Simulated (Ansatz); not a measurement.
**C₃H₃AlN₂: basis-set convergence**

The task here is to estimate one member of a computed series from the others.

Computed with Ansatz 0.2.0, Gaussian basis. Level: one geometry, several basis sets.

Plan: PBE0-D4/def2-SVP; ωB97M-V/def2-SVP; PBE0-D4/def2-QZVPP; ωB97M-V/def2-QZVPP; the functionals' def2-TZVPP values are taken from earlier runs.

## The geometry

The geometry comes from an earlier relaxation with PBE0-D4 in a triple-zeta def2 set; it is a stationary point, not always the lowest conformer.

9 atoms, charge 0, spin multiplicity 1.

Atoms are counted from 1 here; the program's logs count them from 0.

Bond lengths: C1–Al2 1.921 Å, C1–H7 1.091 Å, C1–H8 1.094 Å, C1–H9 1.094 Å, Al2–C3 1.926 Å, Al2–C5 1.927 Å, C3–N4 1.154 Å, C5–N6 1.154 Å. Angles: Al2–C1–H7 112.2°, Al2–C1–H8 110.5°, Al2–C1–H9 110.5°, H7–C1–H8 108.3°, H7–C1–H9 108.4°, H8–C1–H9 106.6°, C1–Al2–C3 123.7°, C1–Al2–C5 122.4°, C3–Al2–C5 113.8°, Al2–C3–N4 177.7°, Al2–C5–N6 177.8°.

Set-up of the first run:

in.yaml reads:

```yaml
crystal:
  periodic: [false, false, false]
  atoms:
    - {symbol: C, position_ang: [-1.005639, -0.788550, 0.841580]}
    - {symbol: Al, position_ang: [0.275468, 0.180727, -0.212288]}
    - {symbol: C, position_ang: [2.003902, -0.514704, -0.701182]}
    - {symbol: N, position_ang: [3.029152, -0.969374, -0.971443]}
    - {symbol: C, position_ang: [-0.067080, 1.954798, -0.880722]}
    - {symbol: N, position_ang: [-0.312642, 3.015809, -1.261298]}
    - {symbol: H, position_ang: [-0.635443, -1.770883, 1.140368]}
    - {symbol: H, position_ang: [-1.936388, -0.926786, 0.282781]}
    - {symbol: H, position_ang: [-1.262929, -0.227335, 1.745102]}
basis:
  gaussian: {orbitals: def2-SVP}
hamiltonian: {xc: pbe0, dispersion: d4}
output: {orbitals: {seedname: orbitals}}
```

Started as:

```
> ansatz run in.yaml --threads 4 --pin off --events-out ev --progress --plain --max-ram 10444MiB
```

Among the steps run: PBE0-D4 in def2-SVP; ωB97M-V in def2-SVP; PBE0-D4 in def2-QZVPP; ωB97M-V in def2-QZVPP.

One of the session's tables, all rows but one given; the rest of the session is left out.

| functional | basis | HOMO (eV) | LUMO (eV) |
| --- | --- | --- | --- |
| PBE0-D4 | def2-SVP | -9.57 | -2.74 |
| PBE0-D4 | def2-TZVPP | -9.66 | -2.84 |
| PBE0-D4 | def2-QZVPP | -9.67 | -2.86 |
| ωB97M-V | def2-SVP | -11.82 | -0.91 |
| ωB97M-V | def2-TZVPP | ? | ? |
| ωB97M-V | def2-QZVPP | -11.95 | -1.09 |

Estimate the missing values for ωB97M-V, def2-TZVPP.

As computed: HOMO (eV): -11.94; LUMO (eV): -1.06. In the column «HOMO (eV)» it lies between ωB97M-V, def2-QZVPP (-11.95) and ωB97M-V, def2-SVP (-11.82).
